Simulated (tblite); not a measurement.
# C14H30O2Si14: the cost of one run

Programs: tblite 0.8.0 and PySCF 2.14.0, with routines of our own; each step states its level. All values are computed. Atoms count from 0.

## 1. The starting structure

60 atoms, charge 0, multiplicity 1; geometry from: force field, distance geometry or constructed start.

## 2. Optimising the geometry with GFN2-xTB

Job settings and geometry (Å):

```
{"job": {"kind": "relax", "xc": "GFN2-xTB", "basis": "xTB"}, "charge": 0, "multiplicity": 1}
C     -2.205400     0.316100    -2.517400
C     -0.046500    -1.823400    -2.504100
C     -0.044600     0.333200     3.994700
Si    -1.132900    -0.737400     2.902300
C     -2.216900     0.340400     1.832600
C     -0.056600    -1.821100     1.818000
C     -2.215800    -1.827500    -0.344900
C     -0.045200     0.340700    -0.336500
Si    -1.126800    -0.748900    -1.417400
Si    -1.135000    -2.909300     0.743400
Si    -3.286700    -0.771200     0.767900
C     -0.052300    -3.995700    -0.335500
C     -0.046700     2.497900     1.831000
C     -2.208100     2.515200    -0.320600
Si    -1.131700     1.422100     0.747000
Si    -3.248300     1.481900    -1.475000
C      2.113000     0.344100    -2.508500
Si     1.017100    -0.735600    -3.588400
C      2.115900     0.336600     1.831600
C      2.119300    -1.828200    -0.332100
Si     3.177600    -0.779900    -1.462700
Si     1.032900    -2.910800    -1.415600
Si     1.039400    -0.737800     0.749000
Si     1.029600     1.411100     2.910800
C      2.113100     2.512000    -0.341300
Si     3.173800     1.463300     0.786200
Si     1.036100     1.420800    -1.419200
Si     1.017600     3.588000     0.733400
O     -4.028700     0.362200    -0.363800
O      3.948500     0.342300    -0.338500
H     -2.850300    -0.312000    -3.097900
H     -1.591000     0.887900    -3.178800
H     -0.663600    -2.445500    -3.116600
H     -0.665200     0.953000     4.617600
H      0.568100    -0.283000     4.609900
H     -1.952300    -1.563400     3.723900
H     -2.835800     0.960600     2.442900
H      0.565900    -2.437100     2.437000
H     -2.833900    -2.450900    -0.960600
H     -1.957600    -3.723400     1.566800
H     -4.154900    -1.565700     1.567200
H     -0.661400    -4.619500    -0.950600
H      0.571800    -4.612200     0.281200
H     -0.660000     3.114200     2.443800
H     -1.592800     3.180700    -0.884200
H     -2.855800     3.098400     0.309200
H     -4.086200     2.289600    -2.290100
H      2.731400     0.963000    -3.125600
H      0.184400     0.094900    -4.387400
H      1.831300    -1.542600    -4.425300
H      2.737500    -0.290800     2.447800
H      2.745000    -2.443400     0.283200
H      4.031900    -1.586900    -2.267200
H      1.851400    -3.734800    -2.239000
H      1.855500     2.235100     3.734700
H      2.731200     3.130900    -0.959800
H      4.038900     2.261600     1.584600
H      0.213300     2.245300    -2.238400
H      0.182900     4.386900    -0.090500
H      1.828500     4.429300     1.542300
```

On the command line:

```bash
$ OMP_NUM_THREADS=4 python large_run.py task.json out
```

This one command runs all jobs of the session in turn.

**Question.** How long does this first job take on 4 threads of Arm Neoverse V1, shared host, and how much memory does it need?

About 4.2 s, with a peak of 0.17 GiB.
